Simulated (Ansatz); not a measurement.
This was printed by a script on Ansatz 0.2.0 through its Python package, for a geometry optimisation of C2H4FGeN, SMILES N#C[CH2][GeH2][F]. What did the script look like? Use: B3LYP, def2-SVP basis, multiplicity 1.

Contents of `c2h4fgen.xyz`:
```text
9

N     1.38520   -2.28990    0.89070
C     1.11110   -1.20050    0.43870
C     0.80200    0.12840   -0.13000
Ge   -1.01130    0.44670   -0.12830
F    -1.41590    2.01860   -0.80950
H     1.22180    0.19780   -1.15560
H     1.35720    0.90320    0.50890
H    -1.73930   -0.62780   -1.00010
H    -1.62230    0.37720    1.36810
```

Running `python opt_c2h4fgen.py` prints:
```text
E = -62853.860097 eV = -2309.8367547 Ha
converged: True  doubts: none
final positions (A) and the move of each atom
N     1.43064   -2.25376    0.87015    0.0616
C     1.20235   -1.20332    0.43424    0.0914
C     0.85074    0.09978   -0.10236    0.0629
Ge   -1.11380    0.38680   -0.09519    0.1232
F    -1.30133    1.98616   -0.78262    0.1221
H     1.20763    0.19842   -1.13987    0.0212
H     1.31729    0.90044    0.49326    0.0430
H    -1.83234   -0.59838   -1.02946    0.1019
H    -1.67269    0.43755    1.33475    0.0854
dipole moment 1.744 D
Mulliken: [('N', 0.043), ('C', -0.256), ('C', -0.136), ('Ge', 0.705), ('F', -0.389), ('H', 0.086), ('H', 0.086), ('H', -0.071), ('H', -0.071)]
```

The script that was run (others could print the same):

`opt_c2h4fgen.py`:
```python
# -*- coding: utf-8 -*-
import argparse
import warnings

import ansatz
import numpy as np

parser = argparse.ArgumentParser(description='Minimum-energy structure of C2H4FGeN.')
parser.add_argument('--basis-set', default='def2-SVP', help='basis')
parser.add_argument('--functional', default='b3lyp', help='exchange-correlation functional')
args = parser.parse_args()


def main():
    warnings.simplefilter('ignore', ansatz.DeckWarning)

    molecule = ansatz.Crystal.molecule_from_extxyz('c2h4fgen.xyz')

    model = (
        molecule.calculation()
        .basis(gaussian=args.basis_set)
        .functional(args.functional)
    )
    symbols = [site.symbol for site in molecule.cartesian_sites]
    start = np.array([site.position_ang for site in molecule.cartesian_sites], dtype=float)
    report = model.relax(force_tolerance=0.01, max_steps=100).run(threads=1).report
    end = np.array(report['positions_ang'])

    print(f'E = {report["free_energy_ev"]:.6f} eV = {report["free_energy_ev"] / 27.211386246:.7f} Ha')
    print('converged:', report['converged'], ' doubts:', report['published_state_doubts'] or 'none')

    print('final positions (A) and the move of each atom')
    for symbol, xyz, old in zip(symbols, end, start):
        print(f'{symbol:2s} {xyz[0]:10.5f} {xyz[1]:10.5f} {xyz[2]:10.5f}   {np.linalg.norm(xyz - old):7.4f}')

    charges = report['charge_distribution']
    print('dipole moment', round(4.803205 * float(np.linalg.norm(charges['dipole_moment_e_ang'])), 3), 'D')
    print('Mulliken:', [(s, round(q, 3)) for s, q in zip(symbols, charges['mulliken_charges_e'])])


if __name__ == '__main__':
    main()
```

Notes:
- These settings explore the input space; basis and method may be short of convergence.
- The end point is the stationary point reached from this start; no frequency run checks that it is a minimum, and the basis set is modest.
- b3lyp holds the VWN-RPA fit, as in Gaussian; the form of ORCA and Turbomole is b3lyp5.
- Finished in 25 s on 1 thread of AMD EPYC 9R45 96-Core Processor (Zen 5), with other jobs on the host, peak memory 0.34 GiB.

(A comment or docstring line of the script was reworded after the run, the code is as it ran; lines on the test bed's own set-up are left out of the output.)
